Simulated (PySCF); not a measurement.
# H8HoO4 (Ho(H2O)43+): the cost of one run

The runs use PySCF 2.14.0; several levels, as the steps say, no spin–orbit coupling.

3 further runs of the same task are left out: 1 for a known fault of the program, 1 that didn't finish, 1 set aside as unsound or not needed.

**1. Starting geometry**

13 atoms, charge 3, spin multiplicity 1.

Bond lengths: Ho1–O2 2.271 Å, Ho1–O5 2.271 Å, Ho1–O8 2.271 Å, Ho1–O11 2.271 Å, O2–H3 0.994 Å, O2–H4 0.994 Å, O5–H6 0.994 Å, O5–H7 0.994 Å, O8–H9 0.994 Å, O8–H10 0.994 Å, O11–H12 0.994 Å, O11–H13 0.994 Å. Angles: O2–Ho1–O5 110.7°, O2–Ho1–O8 107.1°, O2–Ho1–O11 110.7°, O5–Ho1–O8 110.7°, O5–Ho1–O11 107.1°, O8–Ho1–O11 110.7°, Ho1–O2–H3 128.3°, Ho1–O2–H4 128.3°, H3–O2–H4 103.4°, Ho1–O5–H6 128.3°, Ho1–O5–H7 128.2°, H6–O5–H7 103.4°, Ho1–O8–H9 128.3°, Ho1–O8–H10 128.3°, H9–O8–H10 103.4°, Ho1–O11–H12 128.2°, Ho1–O11–H13 128.3°, H12–O11–H13 103.4°.

Geometry (Å):

```xyz
13

Ho    0.0000    0.0000    0.0000
O     1.3492    1.3244    1.2574
H     2.1603    1.0660    1.7702
H     1.2757    2.3025    1.4189
O    -1.3491   -1.2574    1.3244
H    -1.2755   -1.4191    2.3025
H    -2.1606   -1.7699    1.0660
O     1.3492   -1.3244   -1.2574
H     1.2757   -2.3025   -1.4189
H     2.1603   -1.0660   -1.7702
O    -1.3491    1.2574   -1.3244
H    -2.1606    1.7699   -1.0660
H    -1.2755    1.4191   -2.3025
```

Formal oxidation states: Ho +3. Each metal's 10 4f electrons lie in its core potential, so multiplicities, spins and levels count the valence alone. An earlier session relaxed this geometry at TPSS, Ho lcecp-1-SVP with ECP56, O def2-SVP, H def2-SVP (singlet, point group D2).

At TPSS on the finer grid: E = -342.197393 Eh, HOMO -22.58 eV, LUMO -15.85 eV, Mulliken charge on Ho1 +1.64 e, largest force component 0.005 eV/Å. 

Levels to run: revPBE; wB97X; r2SCAN; HF; TPSS, TZVP. Hardware: 2 threads of Arm Neoverse V1, shared host.

**2. revPBE**

Contents of run.py (the lines that set the calculation):

```python
mol = gto.M(atom='''
Ho     0.00002     0.00000     0.00000
O      1.34918     1.32441     1.25739
H      2.16029     1.06605     1.77021
H      1.27570     2.30246     1.41892
O     -1.34913    -1.25741     1.32441
H     -1.27547    -1.41910     2.30249
H     -2.16059    -1.76995     1.06598
O      1.34918    -1.32441    -1.25739
H      1.27570    -2.30246    -1.41892
H      2.16029    -1.06605    -1.77021
O     -1.34913     1.25741    -1.32441
H     -2.16059     1.76995    -1.06598
H     -1.27547     1.41910    -2.30249''',
    basis={'Ho': 'lcecp-1-SVP', 'O': 'def2-SVP', 'H': 'def2-SVP'},
    ecp={'Ho': 'lcecp-1-SVP'},
    charge=3, spin=0)
mf = dft.RKS(mol, xc='PBE_R,PBE')
mf.grids.atom_grid = (75, 302)  # f atoms: unpruned, at least (60, 302)
mf = mf.density_fit()  # fitting sets: Ho AutoAux, O def2-universal-JKFIT, H def2-universal-JKFIT
mf.conv_tol = 1e-08; mf.max_cycle = 55
mf.kernel(dm0)  # dm0: the density of the relaxed state
```

Run with:

```bash
$ OMP_NUM_THREADS=2 python run.py
```

**Question.** How long does this run take on 2 threads of Arm Neoverse V1, shared host?

About 8.8 s.
